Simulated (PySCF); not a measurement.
**VNH2Cl2O (SMILES [NH2][V](=[O])([Cl])[Cl]) at 6 levels**

We compute a comparison of 6 runs (HF/STO-3G, HF/3-21G, HF/def2-SVP, SVWN5/3-21G, B3LYP/6-31G*) of VNH2Cl2O. The job is set up through a Python script.

The results are computed with PySCF 2.14.0.

1 further run of the same task is left out (it didn't finish).

## (1) The structure to begin with

VNH2Cl2O: 7 atoms, total charge 0, spin state singlet. SMILES: `[NH2][V](=[O])([Cl])[Cl]`. The coordinates come from a PBE0-D4/def2-TZVP relaxation. This is one conformer, not always the lowest.

Bond lengths: N1–V2 1.794 Å, V2–O3 1.543 Å, V2–Cl4 2.156 Å, V2–Cl5 2.156 Å, N1–H6 1.012 Å, N1–H7 1.009 Å. Angles: N1–V2–O3 104.3°, N1–V2–Cl4 109.8°, N1–V2–Cl5 109.8°, O3–V2–Cl4 111.0°, O3–V2–Cl5 110.9°, Cl4–V2–Cl5 110.8°, V2–N1–H6 121.8°, V2–N1–H7 125.4°, H6–N1–H7 112.8°.

## (2) Energy and forces at HF/STO-3G (run 1)

run.py reads:

```python
from pyscf import gto

system = gto.M(
    atom=[
    ('N', (-0.364200, 0.662600, 0.823200)),
    ('V', (0.300900, -0.449800, -0.417500)),
    ('O', (1.382900, -1.254300, 0.332000)),
    ('Cl', (-1.258600, -1.747900, -1.147000)),
    ('Cl', (1.166900, 0.689000, -2.030800)),
    ('H', (-1.103400, 1.320500, 0.609300)),
    ('H', (-0.063100, 0.711900, 1.785200)),
],
    max_memory=1860,
    basis='sto-3g',
    verbose=4,
    charge=0,
)

calc0 = system.RHF()
calc0.conv_tol = 1e-10
calc0.kernel()
if not calc0.converged:
    calc0 = calc0.newton().run(calc0.mo_coeff, calc0.mo_occ)

e_final = calc0.e_tot
print('Final energy', e_final)
grad = calc0.nuc_grad_method().kernel()
dip = calc0.dip_moment()
pop, q = calc0.mulliken_pop()
```

The run is started by

```bash
$ OMP_NUM_THREADS=1 python run.py
```

The log of the run:

```text
PySCF version 2.14.0

[... 69 lines left out ...]
converged SCF energy = -1971.33164299071
Final energy -1971.3316429907131
[... 13 lines left out ...]
Dipole moment(X, Y, Z, Debye): -0.61183,  1.73764,  3.11834
[... 17 lines left out ...]
pop of  1 V 4py           0.36692
pop of  1 V 4pz           0.35749
pop of  1 V 3dxy          0.53075
pop of  1 V 3dyz          0.50194
pop of  1 V 3dz^2         0.34151
pop of  1 V 3dxz          0.51593
pop of  1 V 3dx2-y2       0.45562
pop of  2 O 1s            1.99801
pop of  2 O 2s            1.89918
pop of  2 O 2px           1.45693
pop of  2 O 2py           1.46138
pop of  2 O 2pz           1.46104
pop of  3 Cl 1s           1.99996
pop of  3 Cl 2s           1.99870
pop of  3 Cl 3s           1.99484
pop of  3 Cl 2px          1.99498
pop of  3 Cl 2py          1.99618
pop of  3 Cl 2pz          1.99760
pop of  3 Cl 3px          1.72940
pop of  3 Cl 3py          1.79649
pop of  3 Cl 3pz          1.86224
pop of  4 Cl 1s           1.99996
pop of  4 Cl 2s           1.99870
pop of  4 Cl 3s           1.99483
pop of  4 Cl 2px          1.99749
pop of  4 Cl 2py          1.99656
pop of  4 Cl 2pz          1.99472
pop of  4 Cl 3px          1.86239
pop of  4 Cl 3py          1.80946
pop of  4 Cl 3pz          1.71628
pop of  5 H 1s            0.80407
pop of  6 H 1s            0.79801
 ** Mulliken atomic charges  **
charge of    0N =     -0.55719
charge of    1V =      1.17661
charge of    2O =     -0.27655
charge of    3Cl =     -0.37039
charge of    4Cl =     -0.37040
charge of    5H =      0.19593
charge of    6H =      0.20199
```

It took 5.7 s on 1 thread of Intel Xeon at 2.70GHz, shared host; peak memory 0.12 GiB.

## (3) Energy and forces at HF/3-21G (run 2)

geometry.xyz reads:

```xyz
7
Cl2H2NOV
N     -0.364200     0.662600     0.823200
V      0.300900    -0.449800    -0.417500
O      1.382900    -1.254300     0.332000
Cl    -1.258600    -1.747900    -1.147000
Cl     1.166900     0.689000    -2.030800
H     -1.103400     1.320500     0.609300
H     -0.063100     0.711900     1.785200
```

run.py reads:

```python
from pyscf import gto, scf

molecule = gto.M(
    atom='geometry.xyz',
    spin=0,
    basis='3-21g',
    max_memory=1860,
    verbose=3,
)

mf = scf.RHF(molecule)
mf.conv_tol = 1e-10
mf.kernel()
if not mf.converged:
    mf = mf.newton().run(mf.mo_coeff, mf.mo_occ)

etot = mf.e_tot
print('E = %.10f Eh' % etot)
grad = mf.nuc_grad_method().kernel()
mf.analyze()
```

The run is started by

```bash
$ OMP_NUM_THREADS=1 python run.py
```

The log of the run:

```text
converged SCF energy = -1982.68164794618
E = -1982.6816479462 Eh
--------------- RHF gradients ---------------
         x                y                z
0 N    -0.0088015249     0.0165917070     0.0214382605
1 V    -0.0251018271     0.0008811479    -0.0660809600
2 O     0.0305769325    -0.0217176029     0.0238631779
3 Cl     0.0121500996     0.0104773071     0.0054641728
4 Cl    -0.0071364941    -0.0089126645     0.0124948107
5 H    -0.0017452078     0.0016768458    -0.0001430730
6 H     0.0000580219     0.0010032595     0.0029636110
----------------------------------------------
**** MO energy ****
MO #1   energy= -200.592016245311  occ= 2
MO #2   energy= -104.114548716731  occ= 2
MO #3   energy= -104.114372423134  occ= 2
MO #4   energy= -24.1962895913027  occ= 2
MO #5   energy= -20.5878495746181  occ= 2
MO #6   energy= -20.3192486836367  occ= 2
MO #7   energy= -20.3177499007255  occ= 2
MO #8   energy= -20.316963498074   occ= 2
MO #9   energy= -15.561988197818   occ= 2
MO #10  energy= -10.5085959278358  occ= 2
MO #11  energy= -10.5080093822826  occ= 2
MO #12  energy= -7.97118604909561  occ= 2
MO #13  energy= -7.97108367497397  occ= 2
MO #14  energy= -7.96793612284858  occ= 2
MO #15  energy= -7.96791796866738  occ= 2
MO #16  energy= -7.96775016877152  occ= 2
MO #17  energy= -7.96766572510983  occ= 2
MO #18  energy= -3.47679173657849  occ= 2
MO #19  energy= -2.32357797414936  occ= 2
MO #20  energy= -2.29044196599632  occ= 2
MO #21  energy= -2.29010096833049  occ= 2
MO #22  energy= -1.31543539782158  occ= 2
MO #23  energy= -1.18646501905387  occ= 2
MO #24  energy= -1.09993967004459  occ= 2
MO #25  energy= -1.09275153895164  occ= 2
MO #26  energy= -0.738940446894851 occ= 2
MO #27  energy= -0.656677961527017 occ= 2
MO #28  energy= -0.613694069636449 occ= 2
MO #29  energy= -0.608013322507592 occ= 2
MO #30  energy= -0.593682981662056 occ= 2
MO #31  energy= -0.537482203972964 occ= 2
MO #32  energy= -0.528378012992108 occ= 2
MO #33  energy= -0.504922595513694 occ= 2
MO #34  energy= -0.504699853998542 occ= 2
MO #35  energy= -0.485474692206565 occ= 2
MO #36  energy= -0.465165106081955 occ= 2
MO #37  energy= -0.446632885517887 occ= 2
MO #38  energy= -0.00389342481538439 occ= 0
MO #39  energy= -0.00311825193172559 occ= 0
MO #40  energy= 0.0290302598374629 occ= 0
MO #41  energy= 0.0303307134997757 occ= 0
MO #42  energy= 0.0529551181264893 occ= 0
MO #43  energy= 0.063786035107499  occ= 0
MO #44  energy= 0.0925558242357614 occ= 0
MO #45  energy= 0.0956246619637962 occ= 0
MO #46  energy= 0.0990302535257137 occ= 0
MO #47  energy= 0.281802008475     occ= 0
MO #48  energy= 0.300821710381903  occ= 0
MO #49  energy= 0.324316911881017  occ= 0
MO #50  energy= 0.343060969440337  occ= 0
MO #51  energy= 0.351464607135126  occ= 0
MO #52  energy= 0.373890575679459  occ= 0
MO #53  energy= 0.786515333764032  occ= 0
MO #54  energy= 0.790514198432872  occ= 0
MO #55  energy= 0.80532758127306   occ= 0
MO #56  energy= 0.851740896470867  occ= 0
MO #57  energy= 0.89082607328764   occ= 0
MO #58  energy= 0.898197413571081  occ= 0
MO #59  energy= 0.997179541014181  occ= 0
MO #60  energy= 1.04545257591895   occ= 0
MO #61  energy= 1.22126681122561   occ= 0
MO #62  energy= 1.23631784509052   occ= 0
MO #63  energy= 1.39725721505214   occ= 0
MO #64  energy= 1.50872029119606   occ= 0
MO #65  energy= 1.54763358331988   occ= 0
MO #66  energy= 1.69073147278666   occ= 0
MO #67  energy= 1.8303202111431    occ= 0
MO #68  energy= 1.85043691731787   occ= 0
MO #69  energy= 2.00128662619257   occ= 0
MO #70  energy= 2.03359946586604   occ= 0
MO #71  energy= 2.0787719084217    occ= 0
MO #72  energy= 2.13032406389977   occ= 0
MO #73  energy= 2.26260335000938   occ= 0
MO #74  energy= 2.55938818312266   occ= 0
MO #75  energy= 3.09962538759919   occ= 0
 ** Mulliken atomic charges  **
charge of    0N =     -0.70165
charge of    1V =      1.65781
charge of    2O =     -0.41609
charge of    3Cl =     -0.51936
charge of    4Cl =     -0.51932
charge of    5H =      0.24483
charge of    6H =      0.25378
Dipole moment(X, Y, Z, Debye): -1.21207,  2.64795,  3.97990
```

Wall time 5.7 s (1 thread of Intel Xeon at 2.70GHz, shared host); peak memory 0.15 GiB.

Run 3 isn't shown in full; the table further down has it.

## (4) Energy and forces at SVWN5/3-21G (run 4)

job.py reads:

```python
import pyscf.grad
from pyscf import gto, dft

system = gto.M(
    atom=[
    ('N', (-0.364200, 0.662600, 0.823200)),
    ('V', (0.300900, -0.449800, -0.417500)),
    ('O', (1.382900, -1.254300, 0.332000)),
    ('Cl', (-1.258600, -1.747900, -1.147000)),
    ('Cl', (1.166900, 0.689000, -2.030800)),
    ('H', (-1.103400, 1.320500, 0.609300)),
    ('H', (-0.063100, 0.711900, 1.785200)),
],
    basis='3-21g',
    max_memory=1860,
    verbose=4,
)

calc0 = dft.RKS(system, xc='svwn')
calc0.conv_tol = 1e-10
calc0.grids.level = 5
calc0.kernel()
if not calc0.converged:
    calc0 = calc0.newton().run(calc0.mo_coeff, calc0.mo_occ)

etot = calc0.e_tot
print('E(%s) = %.9f' % ('SVWN5', etot))
grad = calc0.Gradients().kernel()
dip = calc0.dip_moment()
pop, q = calc0.mulliken_pop()
```

The run is started by

```bash
$ OMP_NUM_THREADS=1 python job.py
```

The log of the run:

```text
PySCF version 2.14.0

[... 87 lines left out ...]
converged SCF energy = -1980.04597783765
[... 15 lines left out ...]
Dipole moment(X, Y, Z, Debye): -1.27977,  2.55579,  3.53816
[... 44 lines left out ...]
pop of  2 O 3py           0.75727
pop of  2 O 3pz           0.74737
pop of  3 Cl 1s           1.99838
pop of  3 Cl 2s           1.94998
pop of  3 Cl 3s           1.18206
pop of  3 Cl 4s           0.85644
pop of  3 Cl 2px          1.96179
pop of  3 Cl 2py          1.96288
pop of  3 Cl 2pz          1.96249
pop of  3 Cl 3px          1.01460
pop of  3 Cl 3py          1.04160
pop of  3 Cl 3pz          1.01699
pop of  3 Cl 4px          0.75967
pop of  3 Cl 4py          0.78619
pop of  3 Cl 4pz          0.79544
pop of  4 Cl 1s           1.99838
pop of  4 Cl 2s           1.94998
pop of  4 Cl 3s           1.18206
pop of  4 Cl 4s           0.85644
pop of  4 Cl 2px          1.96370
pop of  4 Cl 2py          1.96254
pop of  4 Cl 2pz          1.96092
pop of  4 Cl 3px          1.05531
pop of  4 Cl 3py          1.02556
pop of  4 Cl 3pz          0.99230
pop of  4 Cl 4px          0.81767
pop of  4 Cl 4py          0.78743
pop of  4 Cl 4pz          0.73622
pop of  5 H 1s            0.42929
pop of  5 H 2s            0.20403
pop of  6 H 1s            0.43045
pop of  6 H 2s            0.20126
 ** Mulliken atomic charges  **
charge of    0N =     -0.76553
charge of    1V =      0.82674
charge of    2O =     -0.21917
charge of    3Cl =     -0.28850
charge of    4Cl =     -0.28851
charge of    5H =      0.36668
charge of    6H =      0.36829
```

Run time: 18 s. Hardware: 1 thread of Intel Xeon at 2.70GHz, shared host; peak memory 0.41 GiB.

Run 5 isn't shown in full; the table further down has it.

## (5) Energy and forces at B3LYP/6-31G(d) (Cartesian functions) (run 6)

run.py reads:

```python
# [NH2][V](=[O])([Cl])[Cl]
import pyscf.grad
from pyscf import gto, dft

molecule = gto.M(
    atom='''
N     -0.688238     1.252133     1.555623
V      0.568619    -0.849999    -0.788961
O      2.613302    -2.370283     0.627389
Cl    -2.378409    -3.303052    -2.167516
Cl     2.205121     1.302021    -3.837656
H     -2.085124     2.495383     1.151410
H     -0.119242     1.345296     3.373539
''',
    unit='bohr',
    verbose=4,
    cart=True,
    max_memory=1860,
    basis='6-31g*',
)

mf = dft.RKS(molecule)
mf.xc = 'b3lyp'
mf.grids.level = 5
mf.conv_tol = 1e-10
mf.kernel()
if not mf.converged:
    mf = mf.newton().run(mf.mo_coeff, mf.mo_occ)

etot = mf.e_tot
print('E(%s) = %.9f' % ('B3LYP', etot))
grad = mf.Gradients().kernel()
mf.analyze()
```

The run is started by

```bash
$ OMP_NUM_THREADS=1 python run.py
```

The log of the run:

```text
PySCF version 2.14.0

[... 107 lines left out ...]
MO #1   energy= -196.992594774001  occ= 2
[... 9 lines left out ...]
MO #11  energy= -9.46116420706772  occ= 2
[... 9 lines left out ...]
MO #21  energy= -1.76987173011313  occ= 2
[... 9 lines left out ...]
MO #31  energy= -0.388039007465897 occ= 2
[... 9 lines left out ...]
MO #41  energy= -0.0793760046989645 occ= 0
[... 9 lines left out ...]
MO #51  energy= 0.254383108798724  occ= 0
[... 9 lines left out ...]
MO #61  energy= 0.660884968040135  occ= 0
[... 9 lines left out ...]
MO #71  energy= 0.862639227742513  occ= 0
[... 9 lines left out ...]
MO #81  energy= 1.17686457816682   occ= 0
[... 9 lines left out ...]
MO #91  energy= 1.71292318138154   occ= 0
[... 9 lines left out ...]
MO #101 energy= 2.34161852826886   occ= 0
[... 9 lines left out ...]
MO #111 energy= 7.93405718511564   occ= 0
[... 82 lines left out ...]
pop of  3 Cl 4py          0.00074
pop of  3 Cl 4pz          0.00085
pop of  3 Cl 3dxx         0.00116
pop of  3 Cl 3dxy         0.00219
pop of  3 Cl 3dxz         0.00130
pop of  3 Cl 3dyy         0.00090
pop of  3 Cl 3dyz         0.00105
pop of  3 Cl 3dzz         0.00062
pop of  4 Cl 1s           1.99999
pop of  4 Cl 2s           1.99969
pop of  4 Cl 3s           1.92229
pop of  4 Cl 4s           0.00172
pop of  4 Cl 2px          1.99995
pop of  4 Cl 2py          1.99995
pop of  4 Cl 2pz          1.99994
pop of  4 Cl 3px          1.89053
pop of  4 Cl 3py          1.82953
pop of  4 Cl 3pz          1.73091
pop of  4 Cl 4px          0.00044
pop of  4 Cl 4py          0.00078
pop of  4 Cl 4pz          0.00142
pop of  4 Cl 3dxx         0.00065
pop of  4 Cl 3dxy         0.00094
pop of  4 Cl 3dxz         0.00153
pop of  4 Cl 3dyy         0.00074
pop of  4 Cl 3dyz         0.00199
pop of  4 Cl 3dzz         0.00138
pop of  5  H 1s           0.74517
pop of  5  H 2s           0.01307
pop of  6  H 1s           0.73521
pop of  6  H 2s           0.01404
 ** Mulliken atomic charges  **
charge of    0N =     -0.58144
charge of    1V =      1.18618
charge of    2O =     -0.32862
charge of    3Cl =     -0.38430
charge of    4Cl =     -0.38433
charge of    5H =      0.24176
charge of    6H =      0.25075
Dipole moment(X, Y, Z, Debye): -1.39818,  2.37285,  2.70968
```

Wall time 83 s (1 thread of Intel Xeon at 2.70GHz, shared host); peak memory 1.1 GiB.

## (6) All runs side by side

| run | level | integration grid | Cartesian functions | energy (Eh) | dipole moment (D) | HOMO energy (eV) | LUMO energy (eV) | wall time |
| --- | --- | --- | --- | --- | --- | --- | --- | --- |
| 1 | HF/STO-3G | – | no | -1971.331643 | 3.62 | -10.09 | 4.49 | 5.7 s |
| 2 | HF/3-21G | – | no | -1982.681648 | 4.93 | -12.15 | -0.11 | 5.7 s |
| 3 | HF/def2-SVP | – | no | -1991.852230 | 3.78 | -11.82 | 0.32 | 24 s |
| 4 | SVWN5/3-21G | 5 | no | -1980.045978 | 4.55 | -7.49 | -4.45 | 18 s |
| 5 | B3LYP/6-31G* (spherical functions) | 5 | no | -1995.686933 | 3.89 | -8.38 | -3.69 | 79 s |
| 6 | B3LYP/6-31G* (Cartesian functions) | 5 | yes | -1995.708439 | 3.86 | -8.36 | -3.56 | 83 s |

## (7) Results

```
                       quantity           value
            run 6: total energy  -1995.70844 Eh
           run 6: dipole moment          3.86 D
             run 6: HOMO energy        -8.36 eV
             run 6: LUMO energy        -3.56 eV
           run 6: HOMO–LUMO gap         4.79 eV
run 6: largest force on an atom      0.765 eV/Å
```

What this shows: The dipole moment (its size) runs from 3.62 D (HF/STO-3G) to 4.93 D (HF/3-21G). The HOMO–LUMO gap runs from 3.04 eV (SVWN5/3-21G) to 14.57 eV (HF/STO-3G). The two ends differ in method and basis. Totals of different functionals can't be ranked against each other. In run 1 the basis is minimal, so the values are rough. All runs together took 3.6 min, the longest 83 s.
